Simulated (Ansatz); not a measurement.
# C5H10OSi: the cost of one run

Program: Ansatz 0.2.0. Level of theory: RKS PBE-D4/STO-3G. These are calculated values, not measurements.

**1. The starting structure**

Bond lengths (14 of 16 bonds, heavy atoms first): C1–C2 1.159 Å, C2–C3 1.453 Å, C3–C4 1.591 Å, C4–Si5 1.807 Å, C3–O6 1.461 Å, O6–C7 1.402 Å, C1–H8 1.068 Å, C3–H9 1.046 Å, C4–H10 1.139 Å, C4–H11 1.119 Å, Si5–H12 1.449 Å, Si5–H13 1.485 Å, Si5–H14 1.477 Å, C7–H15 1.120 Å. Angles (14 of 27 angles, heavy atoms first): C1–C2–C3 178.0°, C2–C3–C4 111.9°, C2–C3–O6 110.4°, C4–C3–O6 104.5°, C3–C4–Si5 117.3°, C3–O6–C7 112.6°, C2–C1–H8 173.9°, C2–C3–H9 112.7°, C4–C3–H9 108.4°, O6–C3–H9 108.5°, C3–C4–H10 105.0°, C3–C4–H11 107.9°, Si5–C4–H10 109.3°, Si5–C4–H11 113.7°.

The coordinates stand in the first input below.

**2. Preparing the start**

The input, input.yaml:

```yaml
crystal:
  periodic: [false, false, false]
  atoms:
    - { symbol: C, position_ang: [-2.9494, -0.3439, 0.554] }
    - { symbol: C, position_ang: [-1.8401, -0.2044, 0.25] }
    - { symbol: C, position_ang: [-0.4414, -0.079, -0.1226] }
    - { symbol: C, position_ang: [0.4723, -1.1402, 0.6328] }
    - { symbol: Si, position_ang: [2.1422, -1.3981, -0.0064] }
    - { symbol: O, position_ang: [0.0831, 1.2182, 0.2963] }
    - { symbol: C, position_ang: [-0.2584, 2.2488, -0.5912] }
    - { symbol: H, position_ang: [-3.9881, -0.3645, 0.8007] }
    - { symbol: H, position_ang: [-0.2862, -0.1832, -1.1517] }
    - { symbol: H, position_ang: [-0.1069, -2.1193, 0.5799] }
    - { symbol: H, position_ang: [0.4397, -0.9048, 1.7258] }
    - { symbol: H, position_ang: [2.1246, -1.7345, -1.4153] }
    - { symbol: H, position_ang: [2.9177, -0.143, 0.1657] }
    - { symbol: H, position_ang: [2.7657, -2.4972, 0.7588] }
    - { symbol: H, position_ang: [-1.3733, 2.3453, -0.6379] }
    - { symbol: H, position_ang: [0.1499, 3.2151, -0.2037] }
    - { symbol: H, position_ang: [0.1295, 2.0845, -1.5951] }
basis:
  gaussian: { orbitals: STO-3G }
hamiltonian:
  xc: pbe
  dispersion: d4
relax:
  f_tol: 0.02
  max_steps: 40
output:
  orbitals: {}
```

On the command line:

```bash
$ ansatz run input.yaml --threads 1 --pin off --max-ram 2048MiB --backend cpu --events-out ev --progress --plain --runs-dir out
```

What time and memory should one allow on 1 thread of Intel Xeon 6975P-C (Granite Rapids), shared host?

About 39 s, with a peak of 0.15 GiB.
